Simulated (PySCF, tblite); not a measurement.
**Si₄H₆O₅, a fragment of a glass network (fused 3-rings): NMR shifts, core binding energies and electronic excitations**

What NMR shifts, core binding energies and electronic excitations should one expect for `O1[SiH2]O[SiH]2O[SiH2]O[SiH]1O2`? It is drawn as: Si Si Si Si, H ends, O bridges.

Programs: tblite 0.8.0 and PySCF 2.14.0. All values are calculated, for the isolated system unless a continuum is named. Atoms count from 0, parts from 1.

## (1) The system as given

15 atoms, charge 0, multiplicity 1; geometry: distance geometry start.

## (2) Geometry optimisation with GFN2-xTB

Job settings and geometry (Å):

```
{"job": {"kind": "relax", "xc": "GFN2-xTB", "basis": "xTB"}, "charge": 0, "multiplicity": 1}
O     -0.286781    -0.215860     1.978281
Si     0.556348    -1.743538     2.275687
O      1.872231    -1.954035     1.131850
Si     2.064217    -1.044916    -0.377926
O      1.522442     0.610824    -0.047344
Si    -0.149662     0.767980     0.518390
O     -1.180221     0.061776    -0.725121
Si    -0.750479    -1.348478    -1.721468
O      0.974337    -1.698320    -1.631826
H      1.060767    -1.802873     3.585238
H     -0.389593    -2.831836     2.129018
H      3.416893    -1.051132    -0.798427
H     -0.505585     2.117173     0.766238
H     -1.103359    -1.107150    -3.066429
H     -1.482174    -2.479065    -1.246040
```

Method: GFN2-xTB geometry optimisation, gas phase.

The run is started by

```bash
$ OMP_NUM_THREADS=1 python cluster_run.py task.json out
```

This one command runs all jobs of the session in turn.

Log:

```text
step      E/eV     max force
  0    -837.51305    3.660
  1    -838.57392    2.592
  2    -839.57909    1.600
  3    -839.73053    1.276
  4    -839.91827    1.006
  5    -839.95378    0.507
  6    -840.02978    0.418
  7    -840.07095    0.515
  8    -840.09720    0.413
  9    -840.11456    0.358
 10    -840.12868    0.446
 11    -840.14548    0.396
 12    -840.15679    0.251
 13    -840.16306    0.178
 14    -840.16590    0.101
 15    -840.16733    0.085
 16    -840.16860    0.064
 17    -840.16957    0.054
 18    -840.16994    0.034
 19    -840.17002    0.022
 20    -840.17005    0.020
 21    -840.17011    0.024
 22    -840.17025    0.034
 23    -840.17050    0.046
 24    -840.17081    0.048
 25    -840.17106    0.033
 26    -840.17118    0.020
 27    -840.17126    0.029
 28    -840.17144    0.041
 29    -840.17173    0.048
 30    -840.17212    0.051
 31    -840.17240    0.043
 32    -840.17256    0.032
 33    -840.17270    0.039
 34    -840.17287    0.040
 35    -840.17308    0.031
 36    -840.17324    0.028
 37    -840.17335    0.029
 38    -840.17346    0.036
 39    -840.17360    0.038
 40    -840.17376    0.030
 41    -840.17388    0.024
 42    -840.17395    0.020
 43    -840.17398    0.014
 44    -840.17401    0.013
 45    -840.17403    0.009
 46    -840.17404    0.004
```

Wall time 1.9 s (1 thread of Arm Neoverse V1, shared host).

Along the way: (not every step is listed)

| step | energy from step 0 (eV) | largest force (eV/Å) |
| --- | --- | --- |
| 0 | 0.0000 | 3.6604 |
| 1 | -1.0609 | 2.5925 |
| 2 | -2.0660 | 1.6001 |
| 3 | -2.2175 | 1.2765 |
| 4 | -2.4052 | 1.0061 |
| 5 | -2.4407 | 0.5066 |
| 6 | -2.5167 | 0.4180 |
| 7 | -2.5579 | 0.5151 |
| 8 | -2.5842 | 0.4122 |
| 11 | -2.6324 | 0.3957 |
| 14 | -2.6528 | 0.1005 |
| 17 | -2.6565 | 0.0539 |
| 20 | -2.6570 | 0.0206 |
| 23 | -2.6574 | 0.0461 |
| 26 | -2.6581 | 0.0197 |
| 29 | -2.6587 | 0.0482 |
| 32 | -2.6595 | 0.0325 |
| 35 | -2.6600 | 0.0313 |
| 38 | -2.6604 | 0.0363 |
| 41 | -2.6608 | 0.0247 |
| 42 | -2.6609 | 0.0195 |
| 43 | -2.6609 | 0.0134 |
| 44 | -2.6610 | 0.0133 |
| 45 | -2.6610 | 0.0092 |
| 46 | -2.6610 | 0.0046 |

Distances of close pairs at the start and the end, largest changes first:

| bond | before (Å) | after (Å) | change (Å) |
| --- | --- | --- | --- |
| Si3–O8 | 1.785 | 1.623 | -0.162 |
| O2–Si3 | 1.773 | 1.623 | -0.149 |
| O6–Si7 | 1.779 | 1.633 | -0.146 |
| Si3–O4 | 1.773 | 1.629 | -0.144 |
| O4–Si5 | 1.772 | 1.629 | -0.143 |
| O0–Si5 | 1.766 | 1.623 | -0.142 |
| Si5–O6 | 1.763 | 1.623 | -0.139 |
| O0–Si1 | 1.770 | 1.633 | -0.137 |

## (3) Optimising the geometry at PBE0-D3(BJ)/def2-SVP

Job settings and geometry (Å):

```
{"job": {"xc": "PBE0", "basis": "def2-SVP", "d3": "d3bj", "grid": 2, "kind": "geom", "shake": 0.01}, "charge": 0, "multiplicity": 1}
O     -0.628351     0.560029     1.666474
Si     0.167363    -0.790885     1.991058
O      1.308400    -1.014914     0.852930
Si     1.549637    -0.159955    -0.511920
O      1.018240     1.350669    -0.204257
Si    -0.523660     1.492325     0.316306
O     -1.449018     0.838145    -0.836490
Si    -1.051219    -0.396191    -1.827636
O      0.514034    -0.755493    -1.618725
H      0.878357    -0.533811     3.245444
H     -0.772036    -1.899791     1.901705
H      2.885703    -0.133256    -0.942872
H     -0.850431     2.878507     0.547108
H     -1.218908     0.113458    -3.168052
H     -1.839036    -1.574208    -1.396402
```

Log:

```text
step   0  E = -1536.60967417  max force = 0.036175
step   1  E = -1536.62811316  max force = 0.012290
step   2  E = -1536.62871191  max force = 0.001716
step   3  E = -1536.62878308  max force = 0.000818
step   4  E = -1536.62880497  max force = 0.000762
step   5  E = -1536.62883699  max force = 0.000709
step   6  E = -1536.62886234  max force = 0.000764
step   7  E = -1536.62888526  max force = 0.000716
step   8  E = -1536.62889795  max force = 0.000437
optimisation converged
```

Wall time 3.9 min (1 thread of Arm Neoverse V1, shared host); peak memory 0.88 GiB.

Along the way:

| step | energy from step 0 (eV) | largest force component (eV/Å) |
| --- | --- | --- |
| 0 | 0.0000 | 1.8602 |
| 1 | -0.5018 | 0.6320 |
| 2 | -0.5180 | 0.0882 |
| 3 | -0.5200 | 0.0421 |
| 4 | -0.5206 | 0.0392 |
| 5 | -0.5214 | 0.0365 |
| 6 | -0.5221 | 0.0393 |
| 7 | -0.5228 | 0.0368 |
| 8 | -0.5231 | 0.0225 |

Distances of close pairs at the start and the end, largest changes first:

| bond | before (Å) | after (Å) | change (Å) |
| --- | --- | --- | --- |
| O0–Si1 | 1.601 | 1.670 | +0.069 |
| Si3–H11 | 1.404 | 1.468 | +0.064 |
| Si7–O8 | 1.619 | 1.671 | +0.051 |
| Si1–O2 | 1.627 | 1.670 | +0.043 |
| Si5–O6 | 1.617 | 1.658 | +0.041 |
| Si7–H13 | 1.444 | 1.484 | +0.040 |
| Si3–O4 | 1.631 | 1.671 | +0.040 |
| O6–Si7 | 1.632 | 1.670 | +0.038 |

The end geometry stands in the next job.

| at the end point | value |
| --- | --- |
| rotational constants (GHz, main isotopes) | 1.379, 0.937, 0.770 |
| dipole moment (D) | 0.02 |

## (4) Shielding tensors: PBE0/pcSseg-1

Job settings and geometry (Å):

```
{"job": {"kind": "nmr", "xc": "PBE0", "basis": "pcSseg-1"}, "charge": 0, "multiplicity": 1}
O     -0.688592     0.568582     1.682318
Si     0.232889    -0.746953     2.140358
O      1.352729    -1.016833     0.931524
Si     1.543496    -0.196924    -0.495962
O      1.006741     1.356812    -0.198493
Si    -0.576830     1.494856     0.312570
O     -1.497286     0.817401    -0.888323
Si    -1.065480    -0.373612    -1.976025
O      0.510339    -0.812212    -1.635453
H      0.942573    -0.437929     3.406369
H     -0.646752    -1.935548     2.273515
H      2.937596    -0.243652    -0.954400
H     -0.971958     2.885706     0.568828
H     -1.139539     0.166573    -3.356521
H     -1.950799    -1.551465    -1.795601
```

With the program's defaults for keys left out, this is: GIAO PBE0/pcSseg-1 NMR shielding, non-relativistic, gas phase.

Log:

```text
coarse grid: 15648 points
cycle   1  E = -1536.7161587445  dE =  1.548e+00  |g| = 1.498e+00  |ddm| = 3.992e+00
cycle   2  E = -1536.2407488387  dE =  4.754e-01  |g| = 2.195e+00  |ddm| = 2.406e+00
cycle   3  E = -1537.0974889688  dE = -8.567e-01  |g| = 9.075e-02  |ddm| = 1.597e+00
cycle   4  E = -1537.0984304688  dE = -9.415e-04  |g| = 6.443e-02  |ddm| = 1.257e-01
cycle   5  E = -1537.0991006346  dE = -6.702e-04  |g| = 1.767e-02  |ddm| = 4.696e-02
cycle   6  E = -1537.0991557505  dE = -5.512e-05  |g| = 1.148e-03  |ddm| = 1.407e-02
cycle   7  E = -1537.0991560389  dE = -2.885e-07  |g| = 3.194e-04  |ddm| = 1.501e-03
final grid: 135976 points
cycle   8  E = -1537.1985369875  dE = -6.676e-06  |g| = 1.252e-02  |ddm| = 1.666e-02
cycle   9  E = -1537.1985089445  dE =  2.804e-05  |g| = 1.789e-02  |ddm| = 1.748e-02
cycle  10  E = -1537.1985618227  dE = -5.288e-05  |g| = 3.902e-04  |ddm| = 1.068e-02
cycle  11  E = -1537.1985618380  dE = -1.532e-08  |g| = 2.530e-04  |ddm| = 3.756e-04
cycle  12  E = -1537.1985618490  dE = -1.101e-08  |g| = 2.730e-05  |ddm| = 1.623e-04
cycle  13  E = -1537.1985618491  dE = -1.087e-10  |g| = 4.783e-06  |ddm| = 2.304e-05
converged SCF energy = -1537.1985618491

GIAO shielding tensors (ppm)
atom      isotropic    diamagn.    paramagn.     s11        s22        s33       span
  0 O      220.279     403.423    -183.144    178.533    214.818    267.487     88.954
  1 Si     380.296     880.649    -500.353    355.201    388.460    397.226     42.025
  2 O      219.865     403.286    -183.421    178.333    214.300    266.961     88.628
  3 Si     409.812     883.384    -473.572    395.567    397.287    436.584     41.017
  4 O      194.223     403.241    -209.017    178.348    196.174    208.148     29.800
  5 Si     409.753     883.376    -473.623    395.615    397.269    436.375     40.760
  6 O      219.932     403.304    -183.372    178.315    214.225    267.255     88.940
  7 Si     380.300     880.645    -500.346    355.074    388.549    397.275     42.201
  8 O      220.147     403.468    -183.321    178.212    214.943    267.285     89.072
  9 H       26.027      28.113      -2.087     22.825     23.248     32.008      9.183
 10 H       26.055      29.878      -3.824     23.172     23.233     31.759      8.588
 11 H       26.605      28.576      -1.972     22.598     23.273     33.943     11.345
 12 H       26.602      28.571      -1.969     22.607     23.258     33.940     11.333
 13 H       26.015      28.140      -2.125     22.836     23.239     31.970      9.134
 14 H       26.068      29.817      -3.749     23.187     23.217     31.801      8.615
```

It took 44 s on 1 thread of Arm Neoverse V1, shared host; peak memory 1.1 GiB.

Shifts follow as δ = σ(reference) − σ, with reference shieldings (ppm) from runs at the same level and on the same kind of geometry: $^{1}$H TMS 31.27, $^{29}$Si TMS 352.0, $^{17}$O H2O 334.6. The references are single molecules in the gas phase, so shifts against H2O, NH3, PH3, H3PO4 or CFCl3 are not on the usual liquid scales and can be off by tens of ppm. Atoms listed in one row are averaged.

| atoms | environment | σ (ppm) | δ (ppm) |
| --- | --- | --- | --- |
| H9, H13 | hydrogen on a silicon bonded to 2 O | 26.02 | 5.25 |
| H10, H14 | hydrogen on a silicon bonded to 2 O | 26.06 | 5.21 |
| H11, H12 | hydrogen on a silicon bonded to 3 O | 26.60 | 4.66 |
| O4 | oxygen bonded to 2 Si | 194.2 | 140.3 |
| O2, O6 | oxygen bonded to 2 Si | 219.9 | 114.7 |
| O0, O8 | oxygen bonded to 2 Si | 220.2 | 114.3 |
| Si1, Si7 | silicon bonded to 2 O, 2 H | 380.3 | -28.3 |
| Si3, Si5 | silicon bonded to 3 O, H | 409.8 | -57.8 |

Charges from the same density, by scheme (e):

| atoms | Mulliken | IAO | Hirshfeld | ESP fit |
| --- | --- | --- | --- | --- |
| O0, O8 | -0.76 | -0.88 | -0.32 | -0.65 |
| Si1, Si7 | 1.01 | 1.19 | 0.47 | 0.88 |
| O2, O6 | -0.76 | -0.87 | -0.32 | -0.65 |
| Si3, Si5 | 1.22 | 1.43 | 0.52 | 1.14 |
| O4 | -0.76 | -0.88 | -0.33 | -0.69 |

Mayer bond orders: O0–Si1 0.90, Si1–O2 0.91, O2–Si3 0.93, Si3–O4 0.91, O4–Si5 0.91, Si5–O6 0.92, O6–Si7 0.91, Si7–O8 0.90, Si5–O0 0.92, O8–Si3 0.92.

Ring of atoms O0, Si1, O2, Si3, O4, Si5: NICS(0) -2.3, NICS(1) -0.5, NICS(1)zz 3.3 ppm (means of both faces).

Ring of atoms Si3, O4, Si5, O6, Si7, O8: NICS(0) -2.3, NICS(1) -0.5, NICS(1)zz 3.2 ppm (means of both faces).

(Part 1 of 2 ends here.)
